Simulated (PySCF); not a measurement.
**One shape, several levels: Si3NH6Cl (SMILES [SiH3]N([SiH3])[Si]Cl)**

Wanted: a comparison of 6 runs (HF/STO-3G, B3LYP/6-31G*, BP86/def2-SVP, PBE/6-311G**, MP2/cc-pVDZ) of Si3NH6Cl. 

Program for the calculation: PySCF 2.14.0.

## 1. The system as given

Si3NH6Cl has 11 atoms, charge 0, and is taken as a singlet. SMILES: `[SiH3]N([SiH3])[Si]Cl`. The coordinates come from a PBE0-D4/def2-TZVP relaxation. This is one conformer, not always the lowest.

Bond lengths: Si1–N2 1.762 Å, N2–Si3 1.755 Å, N2–Si4 1.723 Å, Si4–Cl5 2.112 Å, Si1–H6 1.489 Å, Si1–H7 1.481 Å, Si1–H8 1.481 Å, Si3–H9 1.484 Å, Si3–H10 1.486 Å, Si3–H11 1.484 Å. Some angles: Si1–N2–Si3 116.8°, Si1–N2–Si4 126.0°, Si3–N2–Si4 117.2°, N2–Si4–Cl5 100.1°, N2–Si1–H6 105.5°, N2–Si1–H7 111.3°, N2–Si1–H8 111.3°, N2–Si3–H9 110.4°, N2–Si3–H10 107.2°, N2–Si3–H11 110.4°.

## 2. Energy and gradient at HF/STO-3G (run 1)

Contents of calc.py:

```python
# [SiH3]N([SiH3])[Si]Cl
import pyscf.grad
from pyscf import gto

system = gto.M(
    atom='''
Si    -2.545461    -0.380213     0.754946
N      0.320120     0.439361    -0.729056
Si     3.110867    -0.589217     0.736426
Si     0.628523     2.151075    -3.481631
Cl    -3.213668     2.821928    -4.326339
H     -1.813192    -1.836814     3.049073
H     -3.968614     1.895962     1.544095
H     -4.112422    -2.011991    -0.891384
H      3.307399     0.476967     3.323461
H      5.253817     0.314450    -0.836393
H      3.156410    -3.389224     0.895730
''',
    max_memory=1860,
    verbose=4,
    unit='bohr',
    basis='sto-3g',
)

mf = system.RHF()
mf.conv_tol = 1e-10
mf.kernel()
if not mf.converged:
    mf = mf.newton().run(mf.mo_coeff, mf.mo_occ)

e_final = mf.e_tot
print('Final energy', e_final)
grad = mf.Gradients().kernel()
mf.analyze()
```

The run is started by

```console
$ OMP_NUM_THREADS=1 python calc.py
```

The log of the run:

```text
PySCF version 2.14.0

[... 81 lines left out ...]
One-electron Energy =                -2736.182178750832463
[... 11 lines left out ...]
MO #7   energy= -7.71263192925165  occ= 2
[... 9 lines left out ...]
MO #17  energy= -4.01058829317653  occ= 2
[... 9 lines left out ...]
MO #27  energy= -0.476720933196683 occ= 2
[... 9 lines left out ...]
MO #37  energy= 0.22148636653226   occ= 0
[... 9 lines left out ...]
MO #47  energy= 0.656981106814267  occ= 0
[... 61 lines left out ...]
Dipole moment(X, Y, Z, Debye):  2.94478, -1.22485,  1.78163
```

Wall time 9.3 s (1 thread of Intel Xeon at 2.50GHz (Skylake/Cascade Lake), shared host); peak memory 0.12 GiB.

## 3. Energy and forces at B3LYP/6-31G(d) (spherical functions) (run 2)

Contents of calc.py:

```python
from pyscf import gto, dft

mol = gto.Mole()
mol.atom = '''
Si    -1.347000    -0.201200     0.399500
N      0.169400     0.232500    -0.385800
Si     1.646200    -0.311800     0.389700
Si     0.332600     1.138300    -1.842400
Cl    -1.700600     1.493300    -2.289400
H     -0.959500    -0.972000     1.613500
H     -2.100100     1.003300     0.817100
H     -2.176200    -1.064700    -0.471700
H      1.750200     0.252400     1.758700
H      2.780200     0.166400    -0.442600
H      1.670300    -1.793500     0.474000
'''
mol.verbose = 4
mol.max_memory = 1860
mol.basis = '6-31g*'
mol.charge = 0
mol.build()

mf = dft.RKS(mol)
mf.xc = 'b3lyp'
mf.grids.level = 5
mf.conv_tol = 1e-10
mf.kernel()
if not mf.converged:
    mf = mf.newton().run(mf.mo_coeff, mf.mo_occ)

energy = mf.e_tot
print('Final energy', energy)
grad = mf.nuc_grad_method().kernel()
mf.analyze()
```

The run is started by

```console
$ OMP_NUM_THREADS=1 python calc.py
```

The log of the run:

```text
PySCF version 2.14.0

[... 109 lines left out ...]
MO #8   energy= -7.2034125095071   occ= 2
[... 17 lines left out ...]
MO #26  energy= -0.481717016370403 occ= 2
[... 17 lines left out ...]
MO #44  energy= 0.0851749770953143 occ= 0
[... 17 lines left out ...]
MO #62  energy= 0.541260231324871  occ= 0
[... 17 lines left out ...]
MO #80  energy= 0.910253642910963  occ= 0
[... 17 lines left out ...]
MO #98  energy= 2.34224005733309   occ= 0
[... 112 lines left out ...]
Dipole moment(X, Y, Z, Debye):  1.11490, -0.95256,  1.45504
```

Wall time 2 min (1 thread of Intel Xeon at 2.50GHz (Skylake/Cascade Lake), shared host); peak memory 0.97 GiB.

Run 3 isn't shown in full; the table further down has it.

## 4. Energy and gradient at BP86/def2-SVP (run 4)

Contents of input.py:

```python
import pyscf.grad
from pyscf import gto, dft

molecule = gto.Mole()
molecule.atom = [
    ('Si', (-1.347000, -0.201200, 0.399500)),
    ('N', (0.169400, 0.232500, -0.385800)),
    ('Si', (1.646200, -0.311800, 0.389700)),
    ('Si', (0.332600, 1.138300, -1.842400)),
    ('Cl', (-1.700600, 1.493300, -2.289400)),
    ('H', (-0.959500, -0.972000, 1.613500)),
    ('H', (-2.100100, 1.003300, 0.817100)),
    ('H', (-2.176200, -1.064700, -0.471700)),
    ('H', (1.750200, 0.252400, 1.758700)),
    ('H', (2.780200, 0.166400, -0.442600)),
    ('H', (1.670300, -1.793500, 0.474000)),
]
molecule.max_memory = 1860
molecule.basis = 'def2-svp'
molecule.verbose = 4
molecule.build()

mf = dft.RKS(molecule)
mf.xc = 'bp86'
mf.grids.level = 5
mf.conv_tol = 1e-10
mf.kernel()
if not mf.converged:
    mf = mf.newton().run(mf.mo_coeff, mf.mo_occ)

e_tot = mf.e_tot
print(f'total energy: {e_tot:.8f} hartree')
grad = mf.Gradients().kernel()
mf.analyze()
```

The run is started by

```console
$ OMP_NUM_THREADS=1 python input.py
```

The log of the run:

```text
PySCF version 2.14.0

[... 115 lines left out ...]
MO #11  energy= -5.0918480572484   occ= 2
[... 20 lines left out ...]
MO #32  energy= -0.309651033965659 occ= 2
[... 20 lines left out ...]
MO #53  energy= 0.271484657685598  occ= 0
[... 20 lines left out ...]
MO #74  energy= 0.61894469913055   occ= 0
[... 20 lines left out ...]
MO #95  energy= 1.30122786859984   occ= 0
[... 20 lines left out ...]
MO #116 energy= 2.55463068877076   occ= 0
[... 130 lines left out ...]
Dipole moment(X, Y, Z, Debye):  0.61885, -0.73513,  1.13739
```

It took 1.8 min on 1 thread of Intel Xeon at 2.50GHz (Skylake/Cascade Lake), shared host; peak memory 1.2 GiB.

Run 5 isn't shown in full; the table further down has it.

## 5. Energy and forces at MP2/cc-pVDZ (run 6)

Contents of mol.xyz:

```xyz
11
ClH6NSi3
Si    -1.347000    -0.201200     0.399500
N      0.169400     0.232500    -0.385800
Si     1.646200    -0.311800     0.389700
Si     0.332600     1.138300    -1.842400
Cl    -1.700600     1.493300    -2.289400
H     -0.959500    -0.972000     1.613500
H     -2.100100     1.003300     0.817100
H     -2.176200    -1.064700    -0.471700
H      1.750200     0.252400     1.758700
H      2.780200     0.166400    -0.442600
H      1.670300    -1.793500     0.474000
```

Contents of calc.py:

```python
from pyscf import gto, mp

system = gto.Mole()
system.atom = 'mol.xyz'
system.max_memory = 1860
system.spin = 0
system.basis = 'cc-pvdz'
system.verbose = 3
system.build()

mf = system.RHF()
mf.conv_tol = 1e-10
mf.kernel()
if not mf.converged:
    mf = mf.newton().run(mf.mo_coeff, mf.mo_occ)

pt = mp.MP2(mf, frozen=21).run()
energy = pt.e_tot
print('Final energy', energy)
grad = pt.nuc_grad_method().kernel()
mf.analyze()
```

The run is started by

```console
$ OMP_NUM_THREADS=1 python calc.py
```

The log of the run:

```text
converged SCF energy = -1384.32456734543
[... 27 lines left out ...]
MO #16  energy= -4.26953740675487  occ= 2
[... 19 lines left out ...]
MO #36  energy= -0.35502582679637  occ= 2
[... 19 lines left out ...]
MO #56  energy= 0.483954647508392  occ= 0
[... 19 lines left out ...]
MO #76  energy= 0.889840834191993  occ= 0
[... 19 lines left out ...]
MO #96  energy= 1.59939724658538   occ= 0
[... 19 lines left out ...]
MO #116 energy= 2.6467887942863    occ= 0
[... 12 lines left out ...]
Dipole moment(X, Y, Z, Debye):  1.19036, -0.84882,  1.28557
```

It took 1.7 min on 1 thread of Intel Xeon at 2.50GHz (Skylake/Cascade Lake), shared host; peak memory 1.1 GiB.

## 6. The series

```tsv
run	level	integration grid	Cartesian functions	energy (Eh)	dipole moment (D) of the reference	HOMO energy (eV)	LUMO energy (eV)	wall time
1	HF/STO-3G	–	no	-1368.729159	3.65	-7.01	6.03	9.3 s
2	B3LYP/6-31G* (spherical functions)	5	no	-1387.109987	2.07	-6.99	-2.10	2 min
3	B3LYP/6-31G* (Cartesian functions)	5	yes	-1387.119531	2.06	-6.99	-2.10	2 min
4	BP86/def2-SVP	5	no	-1386.773511	1.49	-6.17	-2.77	1.8 min
5	PBE/6-311G**	5	no	-1386.445287	2.07	-6.24	-2.87	2.9 min
6	MP2/cc-pVDZ	–	no	-1384.912155	1.95	-9.66	1.23	1.7 min
```

## 7. What came out

```
                                           quantity           value
                                run 6: total energy  -1384.91216 Eh
        run 6: dipole moment (Hartree–Fock density)          1.95 D
         run 6: HOMO energy (Hartree–Fock orbitals)        -9.66 eV
         run 6: LUMO energy (Hartree–Fock orbitals)         1.23 eV
       run 6: HOMO–LUMO gap (Hartree–Fock orbitals)        10.89 eV
run 6: correlation energy (21 core orbitals frozen)      -587.6 mEh
                    run 6: largest force on an atom      1.182 eV/Å
```

Over runs 1, 2, 3, 4, 5 the dipole moment (its size) runs from 1.49 D (BP86/def2-SVP) to 3.65 D (HF/STO-3G). The two ends differ in method and basis. Over runs 1, 2, 3, 4, 5 the HOMO–LUMO gap runs from 3.37 eV (PBE/6-311G**) to 13.04 eV (HF/STO-3G). Totals of different functionals can't be ranked against each other. In run 1 the basis is minimal, so the values are rough. All runs together took 11 min, the longest 2.9 min.
